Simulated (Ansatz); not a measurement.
## ScIr₃C, space group Pm-3m: a run that restarts from a saved state, step by step

Program: Ansatz 0.2.0 through its Python package.

Interactive session:
```pycon
>>> import ansatz as az
>>> lattice = az.Lattice.of(
...     [4.685136, 0.0, 0.0],
...     [0.0, 4.685136, 0.0],
...     [0.0, 0.0, 4.685136],
... )
>>> sites = [
...     ("Sc", [0.0, 0.0, 0.0]),
...     ("Ir", [0.5, 0.0, 0.0]),
...     ("Ir", [0.0, 0.5, 0.0]),
...     ("Ir", [0.0, 0.0, 0.5]),
...     ("C", [0.5, 0.5, 0.5]),
... ]
>>> structure = az.Crystal(lattice=lattice)
>>> for symbol, position in sites:
...     structure = structure.atom(symbol, position)
...
>>> job = (
...     structure.calculation()
...     .functional("pbe")
...     .accuracy("medium")
...     .mixing("broyden", ndim=4, beta=0.4)
...     .eigensolver("auto", mixed_precision=False)
...     .occupations("fermi_dirac")
... )
>>> coarse = job.kpoints(*(2, 2, 2)).checkpoint(write="state").run().report
DeckWarning: basis.ecutwfc = 420 eV, auto-derived from the records' recommended cutoffs: set by Sc (normal level)
>>> warm = job.kpoints(*(5, 5, 5)).checkpoint(read="state").run().report
DeckWarning: basis.ecutwfc = 420 eV, auto-derived from the records' recommended cutoffs: set by Sc (normal level)
>>> cold = job.kpoints(*(5, 5, 5)).run().report
>>> for label, report in (("coarse", coarse), ("fine, from the saved density", warm), ("fine, fresh start", cold)):
...     print(f"{label:30s} F = {report['free_energy_ev']:.5f} eV  iterations {report['n_iterations']}")
...
coarse                         F = -38177.69689 eV  iterations 11
fine, from the saved density   F = -38178.00384 eV  iterations 11
fine, fresh start              F = -38178.00384 eV  iterations 9
```

Notes:
- The settings weren't tested for convergence.
- The run is spin-unpolarised.
- For a metal this k-point mesh is coarse: on a finer one energies can move by several to tens of meV an atom and pressures by half a GPa or more, differences at one mesh by less.
- Spin-orbit coupling, which matters for elements this heavy, is left out.
- This cell is a computed structure, which may not be the phase found in nature.
- Warnings are shown shortened and without file and line.
- Run time: 9.1 s on 1 thread of Arm Neoverse N1, on a shared host, peak memory 0.41 GiB.

(Lines on the test bed's own set-up are left out of the output.)
